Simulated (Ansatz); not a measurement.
# H6SSn: the cost of one run

The runs use Ansatz 0.2.0; RHF/def2-SVP.

### 1 Reference run: SnH6S, relaxed

input.yaml

```yaml
crystal:
  periodic: [false, false, false]
  atoms:
    - { symbol: Sn, position_ang: [-0.89181, -0.339177, -0.27828] }
    - { symbol: S, position_ang: [1.420581, -0.269424, 1.383761] }
    - { symbol: H, position_ang: [-0.61532, -1.439238, -1.56812] }
    - { symbol: H, position_ang: [-1.975523, -1.049604, 0.891116] }
    - { symbol: H, position_ang: [-1.398943, 1.265385, -0.63462] }
    - { symbol: H, position_ang: [1.378371, 0.299152, -0.324121] }
    - { symbol: H, position_ang: [0.977849, 0.517491, -1.187098] }
    - { symbol: H, position_ang: [1.104795, 1.015515, 1.717462] }
basis:
  gaussian: { orbitals: def2-SVP }
hamiltonian:
  xc: hf
output:
  forces: true
relax:
  f_tol: 0.02
  max_steps: 120
  constraints:
    - { distance: [0, 6] }
    - { distance: [1, 5] }
    - { distance: [0, 1] }
    - { distance: [5, 6] }
  escape_saddle: false
```

Command:

```console
$ ansatz run input.yaml --threads 1 --pin off --max-ram 2560MiB --backend cpu --events-out ev --progress --plain --runs-dir out
```

Q: Estimate wall time and peak memory on 1 thread of Arm Neoverse V1, shared host.

About 12 s, with a peak of 0.13 GiB.
